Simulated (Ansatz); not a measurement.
# GaHO: the cost of one run

The runs use Ansatz 0.2.0, Gaussian basis; PBE0-D4/def2-TZVP structures, single points in def2-TZVPP, no counterpoise correction.

Levels: SPW92, PBE-D4, BLYP-D4, r2SCAN-D4, B97M-V, PBE0-D4, B3LYP-D4, r2SCAN0-D4, BHLYP-D4, CAM-B3LYP-D4, wB97X-V, wB97M-V, B2PLYP, PBE-QIDH, RPA on PBE, Hartree-Fock, MP2, CCSD, CCSD(T).

Cores are frozen in the correlated methods. Filled d shells of the heavier atoms are correlated. B3LYP uses VWN-RPA correlation. B2PLYP carries no dispersion term here.

57 further runs of the same task are left out: 1 that didn't finish, 56 set aside as unsound or not needed.

### Step 1. The starting structure

The complex: 8 atoms, charge 0, spin multiplicity 1.

Atoms are counted from 1 here; the program's logs count them from 0.

Bond lengths: Ga1–O3 1.641 Å, Ga1–H5 1.524 Å, C2–H4 1.091 Å, C2–H6 1.091 Å, C2–H7 1.091 Å, C2–H8 1.090 Å. Angles: O3–Ga1–H5 178.7°, H4–C2–H6 110.2°, H4–C2–H7 110.3°, H4–C2–H8 109.0°, H6–C2–H7 109.8°, H6–C2–H8 108.7°, H7–C2–H8 108.7°.

Coordinates:

```xyz
8
charge 0, multiplicity 1
Ga   -1.6120   -0.4665   -1.1890
C     0.9639    0.3022    0.7117
O    -1.3770   -2.0853   -1.0649
H     0.7183   -0.7389    0.4950
H    -1.8574    1.0311   -1.3244
H     0.1373    0.7837    1.2367
H     1.1788    0.8403   -0.2130
H     1.8482    0.3334    1.3479
```

Its parts: GaHO holds atoms 1, 3, 5; CH₄ holds atoms 2, 4, 6, 7, 8. Each part counts its atoms afresh in its own runs.

### Step 2. Relaxing GaHO alone

Contents of relax-a/in.yaml:

```yaml
crystal:
  periodic: [false, false, false]
  atoms:
    - {symbol: Ga, position_ang: [-1.611973, -0.466463, -1.189011]}
    - {symbol: O, position_ang: [-1.377025, -2.085321, -1.064883]}
    - {symbol: H, position_ang: [-1.857446, 1.031118, -1.324448]}
basis:
  gaussian: {orbitals: def2-TZVP}
hamiltonian: {xc: pbe0, dispersion: d4}
relax: {f_tol: 0.005, max_steps: 200}
```

Launch:

```bash
$ ansatz run in.yaml --threads 2 --pin off --events-out ev --progress --plain --max-ram 4352MiB
```

**Question.** How long does this run take on 2 threads of Intel Xeon Platinum 8259CL at 2.50GHz, shared host?

About 6.5 s.
